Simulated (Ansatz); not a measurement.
# BaCuGe, space group P-6m2: the levels without and with spin-orbit coupling

Program: the Python package of Ansatz (0.2.0).

Input file `POSCAR_bacuge`:
```text
BaCuGe
1.0
   4.23432218    0.00000000    0.00000000
  -2.11716109    3.66703058    0.00000000
   0.00000000    0.00000000    5.04550393
Ba Cu Ge
1 1 1
Direct
   0.00000000    0.00000000    0.00000000
   0.33333333    0.66666667    0.50000000
   0.66666667    0.33333333    0.50000000
```

Typed at the interpreter:
```pycon
>>> import warnings
>>> import ansatz as az
>>> from ase.io import read
>>> FUNCTIONAL = 'pbesol'
>>> SIGMA = 0.1
>>> ECUT = 550
>>> MESH = (9, 9, 7)
>>> warnings.simplefilter('ignore', az.DeckWarning)
>>> atoms = read('POSCAR_bacuge', format='vasp')
>>> cell = az.Crystal.from_ase(atoms)
>>> cell.resolved().sites[-1]
Site(symbol='Ge', position=(0.6666666699999999, 0.33333333, 0.5), moment=None, axis=None, held=None, saved=None)
>>> calculation = cell.calculation()
>>> calculation = calculation.functional(FUNCTIONAL)
>>> calculation = calculation.occupations(az.OccupationsMethod.FERMI_DIRAC, width=SIGMA)
>>> calculation = calculation.basis(ECUT)
>>> calculation = calculation.kpoints(*MESH)
>>> calculation = calculation.band_table()
>>> for label, variant in (('scalar-relativistic', calculation), ('spin-orbit', calculation.spin(soc=True))):
...     report = variant.run().report
...     zero = report['band_edges_ev'][0] if report.get('band_edges_ev') else report['fermi_energy_ev']
...     near = [round(e - zero, 3) for e in report['eigenvalues_ev'][0] if abs(e - zero) < 4]
...     print(label)
...     print('  band edges (eV):', [round(e, 3) for e in report.get('band_edges_ev') or []] or 'none reported')
...     print('  levels at k =', report['kpoints_frac'][0], 'within 4 eV of the zero:', near)
...
scalar-relativistic
  band edges (eV): none reported
  levels at k = [0.0, 0.0, 0.0] within 4 eV of the zero: [-3.297, -3.297, -2.831, -2.634, -2.634, -0.259, 0.52, 1.044, 1.044, 2.296]
spin-orbit
  band edges (eV): none reported
  levels at k = [0.0, 0.0, 0.0] within 4 eV of the zero: [-3.39, -3.39, -3.227, -3.227, -2.907, -2.907, -2.623, -2.623, -2.572, -2.572, -0.265, -0.265, 0.521, 0.521, 1.035, 1.035, 1.052, 1.052, 2.297, 2.297]
```

What to keep in mind:
- The computed bands are complete only to about 3.3 eV above the Fermi level.
- This cell is a computed structure, which may not be the phase found in nature.
- Levels are Kohn-Sham eigenvalues on this mesh.
- With spin-orbit coupling each level holds one electron and, with inversion or at time-reversal points, comes in pairs; a window in energy can cut a split set.
- Timing: 2.2 min on 1 thread of Arm Neoverse V2, with other jobs on the host, peak memory 1.1 GiB.
